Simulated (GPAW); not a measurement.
The system is TmGa3Hg3As2N4.

```xyz
13
Lattice="3.3629 0.0035 0.0298 -0.0355 8.2407 0.0576 -0.3959 -2.7550 9.5863" Properties=species:S:1:pos:R:3 pbc="T T T"
Tm    0.6924    4.8989    6.6585
Ga    0.7222    0.2020    5.3678
Ga    2.3922    5.8112    4.3893
Ga    2.4039    2.4130    4.7904
Hg    1.9522    5.6807    1.8959
Hg    0.8501    1.5746    1.8464
Hg    2.3640    0.9577    8.3490
As    0.6243   -1.2859    8.9273
As    0.6936    3.0917    9.0355
N     2.3973    0.8923    6.0657
N     2.3864    4.1606    5.5715
N     0.6914    6.5601    5.1406
N     0.7318    1.7770    3.9210
```

The cell was built by a generator and needn't be a form met in nature.

Base run:

* Program: GPAW 26.7.0
* Functional: PBE
* Potentials or basis: GPAW PAW data sets (gpaw-data 1.2.1)
* Cutoff: 800 eV
* Basis: pw
* k mesh: 8 × 4 × 3
* Occupations: fermi-dirac, width 0.05 eV
* Spin: collinear spin, ferromagnetic start
* Starting moments: [2.0, 0.0, 0.0, 0.0, 0.0, 0.0, 0.0, 0.0, 0.0, 0.0, 0.0, 0.0, 0.0] μB

Its results: pressure 2.3 GPa; net moment 1.80 μB per cell; site moments Tm +1.58; Ga +0.00; Hg +0.01, +0.00; As +0.00, +0.01; N +0.01, +0.03, +0.02, +0.00 μB; largest force 0.918 eV/Å.

Q: The run is repeated on the same cell with these changes: functional from PBE to r2SCAN; k mesh from 8 × 4 × 3 to 6 × 3 × 2. What comes out?

A: Pressure -0.7 GPa; net moment 1.75 μB per cell; site moments Tm +1.65; Ga +0.00, -0.00; Hg +0.00, -0.00; As -0.02, +0.01; N +0.00, +0.03, +0.02 μB; largest force 0.761 eV/Å.

Several settings changed at once, so the effect can't be laid on one alone.

Caveats: one-centre terms of the f shell are cut off; the magnetic or orbital state may not be the lowest; the PAW data sets were made with another functional, which shifts forces and pressure a little (some runs).

Not every run made on this cell is shown here.
